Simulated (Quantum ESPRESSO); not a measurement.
Input of a Quantum ESPRESSO 7.5 run:

Contents of pw.in:

```
&CONTROL
  calculation = 'scf'
  prefix = 'pwscf'
  outdir = './tmp'
  pseudo_dir = './pseudo'
  tprnfor = .true.
  tstress = .true.
  disk_io = 'nowf'
/
&SYSTEM
  ibrav = 0
  nat = 4
  ntyp = 3
  ecutwfc = 56
  ecutrho = 448
  nbnd = 35
  occupations = 'smearing'
  smearing = 'gaussian'
  degauss = 0.00367493
  nspin = 2
  starting_magnetization(1) = 0.1765
  starting_magnetization(2) = -0.1765
  starting_magnetization(3) = 0
/
&ELECTRONS
  conv_thr = 1.6d-07
  electron_maxstep = 100
  mixing_beta = 0.7
  mixing_ndim = 20
/
ATOMIC_SPECIES
Co1   58.9332 co_lda_v1.2.uspp.F.UPF
Co2   58.9332 co_lda_v1.2.uspp.F.UPF
O     15.9990 o_lda_v1.2.uspp.F.UPF
CELL_PARAMETERS angstrom
   3.1978581400    0.0000000000    0.0000000000
   0.0000000000    3.1978581400    0.0000000000
   0.0000000000    0.0000000000    4.6822750500
ATOMIC_POSITIONS crystal
Co1    0.0000000000    0.0000000000    0.0000000000
Co2    0.5000000000    0.5000000000    0.0000000000
O      0.5000000000    0.0000000000    0.2670000000
O      0.0000000000    0.5000000000    0.7330000000
K_POINTS automatic
6 6 4 0 0 0
HUBBARD {ortho-atomic}
U Co1-3d 3.0
U Co2-3d 3.0
```

Potentials or basis: GBRV 1.5 LDA.

The run is started by

```bash
$ OMP_NUM_THREADS=1 mpirun -n 2 pw.x -nk 2 -in pw.in > pw.out
```

Problem. What does it give for the band gap on the k mesh?

Solution. 0.41 eV, indirect (least direct gap 0.46 eV).

Problem. Estimate the pressure.

Solution. 4.6 GPa.

Problem. Estimate the absolute moment.

Solution. 4.74 μB per cell.

Forces in eV/Å, atoms in the order of the input:
```
Co   0.000  0.000  0.000
Co   0.000  0.000  0.000
O    0.000  0.000 -2.761
O    0.000  0.000  2.761
```

Caveat: forces of over 1 eV/Å show positions far from the minimum, so gaps and moduli don't describe the material at rest. The state reached can hang on the start; a lower one may exist.
